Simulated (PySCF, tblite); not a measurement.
# C₃H₉SeSi radical: geometry, infrared bands and EPR parameters

What infrared bands and EPR parameters should C₃H₉SeSi radical (`CC(C)[Se][SiH2]`) show?

The runs use tblite 0.8.0 and PySCF 2.14.0, with density-fitted response routines of our own; the level of theory stands in each step. All values are computed, except where a source is named. Atoms are numbered from 0 throughout.

### 1 The molecule as given

14 atoms, charge 0, multiplicity 2; geometry from: force field or distance geometry start.

Bonds of the start (Å): C0–C1 1.53, C1–C2 1.51, C1–Se3 1.96, Se3–Si4 2.27, C0–H5 1.12, C0–H6 1.10, C0–H7 1.11, C1–H8 1.11, C2–H9 1.10, C2–H10 1.11, C2–H11 1.12, Si4–H12 1.47, Si4–H13 1.47.

### 2 Optimising the geometry with GFN2-xTB

Job settings and geometry (Å):

```
{"job": {"kind": "relax", "xc": "GFN2-xTB", "basis": "xTB"}, "charge": 0, "multiplicity": 2}
C     -1.054400    -1.538100     0.431600
C     -0.251500    -0.293100     0.054800
C     -1.139900     0.929000    -0.035600
Se     1.131600    -0.001400     1.417200
Si     2.470900     1.204300     0.032300
H     -1.566300    -1.396700     1.413200
H     -0.396200    -2.418800     0.487100
H     -1.830000    -1.725000    -0.336900
H      0.241000    -0.483700    -0.918800
H     -0.557300     1.819300    -0.331800
H     -1.639900     1.138600     0.935600
H     -1.937500     0.765900    -0.806400
H      2.837400     0.383600    -1.125300
H      3.691400     1.615700     0.741000
```

Command:

```sh
$ OMP_NUM_THREADS=1 python probes_run.py task.json out
```

This one command runs all jobs of the session in turn.

Standard output:

```text
step      E/eV     max force
  0    -432.25757    0.926
  1    -432.30869    0.547
  2    -432.32663    0.212
  3    -432.32924    0.141
  4    -432.33188    0.133
  5    -432.33323    0.125
  6    -432.33449    0.078
  7    -432.33503    0.049
  8    -432.33549    0.071
  9    -432.33585    0.059
 10    -432.33611    0.045
 11    -432.33629    0.050
 12    -432.33650    0.050
 13    -432.33681    0.063
 14    -432.33722    0.074
 15    -432.33769    0.067
 16    -432.33812    0.062
 17    -432.33846    0.070
 18    -432.33871    0.045
 19    -432.33892    0.046
 20    -432.33914    0.057
 21    -432.33945    0.072
 22    -432.33981    0.075
 23    -432.34010    0.041
 24    -432.34029    0.032
 25    -432.34045    0.046
 26    -432.34066    0.064
 27    -432.34087    0.052
 28    -432.34103    0.032
 29    -432.34114    0.029
 30    -432.34126    0.044
 31    -432.34141    0.056
 32    -432.34158    0.044
 33    -432.34171    0.031
 34    -432.34180    0.033
 35    -432.34188    0.031
 36    -432.34201    0.037
 37    -432.34215    0.041
 38    -432.34229    0.033
 39    -432.34241    0.030
 40    -432.34255    0.042
 41    -432.34274    0.052
 42    -432.34298    0.055
 43    -432.34326    0.044
 44    -432.34362    0.062
 45    -432.34409    0.082
 46    -432.34465    0.069
 47    -432.34508    0.048
 48    -432.34529    0.045
 49    -432.34546    0.045
 50    -432.34566    0.042
 51    -432.34585    0.030
 52    -432.34598    0.025
 53    -432.34606    0.027
 54    -432.34614    0.034
 55    -432.34624    0.030
 56    -432.34632    0.021
 57    -432.34638    0.020
 58    -432.34642    0.018
 59    -432.34647    0.018
 60    -432.34653    0.019
 61    -432.34658    0.021
 62    -432.34662    0.016
 63    -432.34664    0.012
 64    -432.34665    0.008
```

Wall time 0.36 s (1 thread of Arm Neoverse V1, shared host).

Along the way: (not every step is listed)

```
step  energy from step 0 (eV)  largest force (eV/Å)
   0                   0.0000                0.9260
   1                  -0.0511                0.5469
   2                  -0.0691                0.2118
   3                  -0.0717                0.1411
   4                  -0.0743                0.1332
   5                  -0.0757                0.1252
   6                  -0.0769                0.0780
   7                  -0.0775                0.0489
   8                  -0.0779                0.0713
  13                  -0.0792                0.0628
  18                  -0.0811                0.0449
  23                  -0.0825                0.0410
  28                  -0.0835                0.0321
  33                  -0.0841                0.0310
  38                  -0.0847                0.0333
  43                  -0.0857                0.0437
  48                  -0.0877                0.0447
  53                  -0.0885                0.0266
  58                  -0.0889                0.0176
  59                  -0.0889                0.0177
  60                  -0.0890                0.0186
  61                  -0.0890                0.0206
  62                  -0.0890                0.0161
  63                  -0.0891                0.0124
  64                  -0.0891                0.0079
```

Close pairs (by a distance rule), those that changed most:

```
  bond  before (Å)  after (Å)  change (Å)
C1–Se3       1.963      2.016      +0.053
C2–H11       1.121      1.089      -0.032
 C0–H5       1.116      1.089      -0.027
C2–H10       1.112      1.089      -0.024
 C0–H7       1.108      1.089      -0.018
 C2–H9       1.104      1.091      -0.014
 C1–H8       1.108      1.095      -0.013
 C0–H6       1.101      1.089      -0.012
```

The next job starts from the end point, and lists it.

### 3 Harmonic vibrations with GFN2-xTB

Job settings and geometry (Å):

```
{"job": {"kind": "ir", "xc": "GFN2-xTB", "basis": "xTB"}, "charge": 0, "multiplicity": 2}
C     -1.147207    -1.551990     0.465327
C     -0.296756    -0.381954     0.009021
C     -1.082205     0.913638    -0.052421
Se     1.263506    -0.187806     1.271581
Si     2.469330     1.247856    -0.000900
H     -1.560068    -1.357731     1.454210
H     -0.555225    -2.464785     0.511886
H     -1.970459    -1.707250    -0.230825
H      0.157367    -0.599839    -0.963295
H     -0.433961     1.742386    -0.339681
H     -1.522868     1.137040     0.917758
H     -1.883140     0.826468    -0.785564
H      3.059358     0.569137    -1.158386
H      3.501651     1.814357     0.859212
```

Standard output:

```text
mode    cm-1     km/mol
  1      44.6      0.68
  2      69.2      1.79
  3     119.4      0.94
  4     211.0      0.05
  5     228.9      0.41
  6     263.5      0.71
  7     273.1      0.73
  8     377.7     15.35
  9     399.2      0.59
 10     478.5     19.96
 11     500.8      7.65
 12     536.4     42.65
 13     728.9    324.07
 14     919.3      2.22
 15     938.6      1.04
 16     972.2      0.33
 17    1040.6      4.71
 18    1138.5      3.35
 19    1151.5     46.03
 20    1214.9     47.81
 21    1296.8      3.44
 22    1399.8     14.15
 23    1412.7      8.86
 24    1479.5      3.23
 25    1481.3      0.39
 26    1489.0      6.22
 27    1493.0      2.41
 28    2215.3    262.34
 29    2291.6    312.33
 30    2909.4     29.14
 31    2987.9     19.32
 32    3007.3      2.72
 33    3011.5     78.86
 34    3017.3     14.35
 35    3023.1      7.49
 36    3025.5     24.20
```

Run time: 0.4 s. Hardware: 1 thread of Arm Neoverse V1, shared host.

The strongest bands and the atoms that carry them (share of the mass-weighted mode):

```
cm⁻¹  km/mol               atoms
 536    42.6  H12 40 %, H13 34 %
 729   324.1  H13 51 %, H12 44 %
1152    46.0    C1 32 %, C0 11 %
1215    47.8    H8 53 %, C1 14 %
2215   262.3            H12 96 %
2292   312.3            H13 96 %
2909    29.1             H8 93 %
3012    78.9   H7 50 %, H11 39 %
```

### 4 g tensor and hyperfine couplings: B3LYP/def2-TZVP-core+pcH-1

The job, as its differences from that of step 3:

```diff
@@ -1,2 +1,2 @@
-{"job": {"kind": "ir", "xc": "GFN2-xTB", "basis": "xTB"}, "charge": 0, "multiplicity": 2}
+{"job": {"kind": "epr", "basis": "pcH-1"}, "charge": 0, "multiplicity": 2}
 C     -1.147207    -1.551990     0.465327
```

Level: UKS B3LYP, def2-TZVP-core on Se, pcH-1 on C H Si, non-relativistic, mean-field spin-orbit, GIAO.

Standard output:

```text
UKS, coarse grid
  cycle   1  E = -2810.77303279  |g| = 1.46e+00
  cycle   2  E = -2810.76677226  |g| = 5.86e-01
  cycle   3  E = -2810.79851595  |g| = 3.32e-01
  cycle   4  E = -2810.83681725  |g| = 9.22e-02
  cycle   5  E = -2810.84118357  |g| = 1.65e-02
  cycle   6  E = -2810.84130623  |g| = 5.11e-03
  cycle   7  E = -2810.84131868  |g| = 8.51e-04
  cycle   8  E = -2810.84131883  |g| = 6.77e-04
UKS, final grid
  cycle   1  E = -2810.84138504  |g| = 9.75e-04
  cycle   2  E = -2810.84138431  |g| = 1.64e-03
  cycle   3  E = -2810.84138557  |g| = 6.95e-05
  cycle   4  E = -2810.84138557  |g| = 3.15e-05
  cycle   5  E = -2810.84138557  |g| = 2.12e-05
E = -2810.84138557 Eh   <S^2> = 0.7526 (exact 0.7500)
g shifts (ppm)      1          2          3
  rmc          -150       -150       -150
  gc            -19         35         38
  oz_so        -703       8023      41053
  total        -861       7909      40951
hyperfine (MHz)  atom isotope    a_iso     a_fc   dipolar eigenvalues
    0   13C       0.82       0.82     -0.28     -0.09      0.37
    1   13C      11.58      11.47     -1.77     -0.95      2.72
    2   13C      -0.43      -0.49     -2.00     -0.85      2.85
    3  77Se      -6.53      -3.41    -87.11    -72.75    159.85
    4  29Si    -497.38    -496.57   -151.82     73.95     77.87
    5    1H       0.04       0.04     -0.98     -0.58      1.56
    6    1H      -0.08      -0.08     -1.14     -0.73      1.87
    7    1H      -0.69      -0.69     -0.70     -0.50      1.20
    8    1H      -0.55      -0.60     -2.40     -0.68      3.08
    9    1H      -0.90      -0.88     -5.14     -3.38      8.53
   10    1H       1.85       1.83     -1.37     -0.73      2.09
   11    1H       0.94       0.93     -1.53     -0.94      2.47
   12    1H     100.78     100.62     -8.10      1.22      6.88
   13    1H      21.79      21.66     -8.21      0.21      8.00
```

Wall time 2.4 min (1 thread of Arm Neoverse V1, shared host); peak memory 1.1 GiB.

Principal g values 2.00146, 2.01023, 2.04327; g(iso) = 2.01832, against 2.00232 for a free electron.

Hyperfine couplings; where a row names several nuclei, a(iso) is their mean (it holds for fast rotation or exchange) and the dipolar term the largest among them:

```
                  nuclei  isotope  a(iso) (MHz)  a(iso) (G, at g = 2.0023)  largest dipolar term (MHz)
                     Si4     29Si        -497.4                     -177.5                      -151.8
                H12, H13       1H          61.3                       21.9                        -8.2
                      C1      13C          11.6                        4.1                         2.7
                     Se3     77Se          -6.5                       -2.3                       159.9
                      H8       1H          -0.6                       -0.2                         3.1
H5, H6, H7, H9, H10, H11       1H           0.2                        0.1                         8.5
                  C0, C2      13C           0.2                        0.1                         2.8
```

Mulliken spin populations:

C0 0.00; C1 0.01; C2 0.01; Se3 0.11; Si4 0.83; H5 0.00; H6 0.00; H7 0.00; H8 0.00; H9 0.00; H10 0.00; H11 0.00; H12 0.04; H13 0.00

In first order the couplings over 0.8 MHz of 1H give 3 distinct lines over 43.7 G, if the averaged nuclei exchange fast.

The fields below are evaluated on a grid from the run's orbitals.

ELF in a plane through or near 6 of the atoms.

Ten even steps from '0' (0.00) to '9' (1.00):
```
0000000000000000000000000000
0000000000000000000000000000
0000000000000000000000000000
0000000000003100000000000000
0000001220049721110000000000
0000015771069954421000000000
0000037996039942631000000000
0000137999306622520000000000
0001357548600488300000000000
0003786163732577312210000000
0015896372856845846531000000
0003786117845767653531000000
0001344337755532624310000000
0000112225787511898200000000
0000000004788501999400000000
0000000002576300999300000000
0000000000243100476100000000
0000000000000000000000000000
0000000000000000000000000000
0000000000000000000000000000
```
The map spans 13.0 Å across and 9.1 Å up, centred on the molecule. Atoms in the plane (x, y in Å): C0 (1.8, -0.9), C1 (0.4, -0.2), C2 (0.5, 1.3), Si4 (-2.8, -0.1), H6 (1.7, -1.9), H9 (-0.5, 1.8).

On the surface of density 0.002 e/bohr³ the electrostatic potential runs, from the 1st to the 99th percentile, from -0.75 V near Se3 to 0.83 V near H12.

The spin density lies nearest to Si4 56 %; Se3 15 %; H12 13 %; H13 7 %.

### 5 Summary of results

```
                                 quantity                    value
strongest single infrared mode (GFN2-xTB)     729 cm⁻¹, 324 km/mol
             zero-point energy (GFN2-xTB)            67.4 kcal/mol
                           g(iso) (B3LYP)                  2.01832
                                     ⟨S²⟩       0.753 (exact 0.75)
       largest a(iso) (averaged by class)  29Si on Si4, -497.4 MHz
    surface potential, 1st and 99th percentile       -0.75 V and 0.83 V
```

In words: Relaxing lowered the energy by 0.089 eV in 64 steps; the close pair that moved most is C1–Se3, from 1.963 to 2.016 Å. No mode is imaginary among the 36: a minimum at this level. The strongest single mode, at 729 cm⁻¹, moves mainly H13 and H12. GFN2-xTB is a fitted tight-binding method: band positions and strengths are rough. Its intensities can rank the bands wrongly. Si4 carries the largest spin population, 0.83 e. The isotropic g lies 16.0 ppt above the free-electron value. The hyperfine terms hold no scalar relativity, which the heavier nuclei need.
